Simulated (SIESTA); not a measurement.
The system is Ba2Tl5V3O12.

```
Ba V Tl O
1.0
     6.65272    0.04946    0.02017
     2.86070    8.36464    0.00384
     2.68279    2.46936    9.19569
Ba V Tl O
2 3 5 12
Cartesian
  5.5442 0.4859 0.2246
  5.0453 8.8099 3.1356
  7.8851 6.7880 3.1058
  2.5747 2.3174 0.3028
  2.2646 2.2781 6.0800
  3.7845 4.2101 3.2255
  6.5448 4.4409 5.5815
  8.1264 9.0456 6.1615
  6.6930 4.4787 1.0881
  4.6212 7.2113 6.8375
  3.6229 2.1646 4.9879
  8.0188 5.0381 3.1811
  3.7266 2.1571 1.5981
  7.5372 1.8755 5.1646
  4.9576 6.4605 9.0991
  7.0474 7.3889 4.4933
  8.6870 3.8848 6.7562
  6.8904 7.1926 1.7495
  1.1117 1.6298 0.9364
  5.2975 9.5590 7.4268
  5.9074 3.9074 8.2110
  9.3999 7.5353 2.8601
```

The cell was built by a generator and needn't be a form met in nature.

Base run:

* Program: SIESTA 5.4.2
* Functional: RPBE
* Potentials or basis: PseudoDojo 0.4 standard (PBE files)
* Basis: DZP (energy shift 0.003 Ry; two zetas on semicore shells; d shell added on Ba)
* Grid cutoff: 800 Ry
* Energy shift: 0.003 Ry
* k mesh: 5 × 4 × 3
* Occupations: fermi-dirac, width 0.05 eV
* Spin: collinear spin, ferromagnetic start
* Starting moments: [0.0, 0.0, 2.0, 2.0, 2.0, 0.0, 0.0, 0.0, 0.0, 0.0, 0.0, 0.0, 0.0, 0.0, 0.0, 0.0, 0.0, 0.0, 0.0, 0.0, 0.0, 0.0] μB

Its results: band gap on the k mesh 2.94 eV, indirect (least direct gap 3.03 eV); pressure 3.0 GPa; net moment 0.00 μB per cell; largest force 0.530 eV/Å.

Q: The run is repeated on the same cell with these changes: functional from RPBE to LDA; potentials or basis from PseudoDojo 0.4 standard (PBE files) to PseudoDojo 0.4 standard (LDA files). What comes out?

A: Band gap on the k mesh 2.78 eV, indirect (least direct gap 2.88 eV); pressure -3.8 GPa; net moment 0.00 μB per cell; largest force 0.388 eV/Å.

Caveats: this set's barium file shifts pressures by up to 1 GPa against other sets; spin-orbit coupling is left out, which as a rule narrows the gap of such compounds by several tenths of an eV; the basis of atomic orbitals isn't converged, which shifts pressures, moduli and gaps; the potentials were made for another functional, which shifts forces and pressure (some runs).

Not every run made on this cell is shown here.
